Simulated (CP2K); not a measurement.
**SiO under changes of volume**

One of the cells (14.702 Å³/atom); the others are scaled copies at fixed shape and fractional positions:

```
Si O
1.0
     3.46448    0.00000    0.00000
     1.73224    3.00033    0.00000
     1.73224    1.00011    2.82874
Si O
1 1
Direct
  0.75000 0.75000 0.75000
  0.00000 0.00000 0.00000
```

The cell was built by a generator and needn't be a form met in nature.

```yaml
Program: CP2K 2026.2
Functional: PBE
Potentials_or_basis: POTENTIAL_UZH Si GTH-PBE-q4, O GTH-PBE-q6; TZVP-MOLOPT-PBE-GTH basis
Density_cutoff: 8163 eV
k_mesh: 9 × 9 × 9
Occupations: fermi-dirac, width 0.05 eV
Spin: no spin polarisation
```

```tsv
volume (Å³/atom)	energy over the lowest point (meV/atom)	pressure (GPa)
13.837	?	?
14.125	1.54	1.5
14.413	0.00	0.2
14.702	0.71	-1.0
14.990	3.48	-2.1
15.278	8.16	-3.1
```

Task: What does the run at 13.837 Å³/atom give?

Result: Energy over the lowest point 5.54 meV/atom; pressure 2.9 GPa.

Worked out: A Birch-Murnaghan fit of order 3 (a polynomial in V^(-2/3)) to the other rows has its minimum at 14.46 Å³/atom with B0 = V·E''(V) = 62 GPa and B' = 3.1. It gives 5.51 meV/atom at 13.837 Å³/atom, against the run's 5.54, and -dE/dV = 2.9 GPa, against 2.9.

Energies are extrapolated to zero smearing.

Caveats: the basis of atomic orbitals isn't converged, which shifts pressures, moduli and gaps.
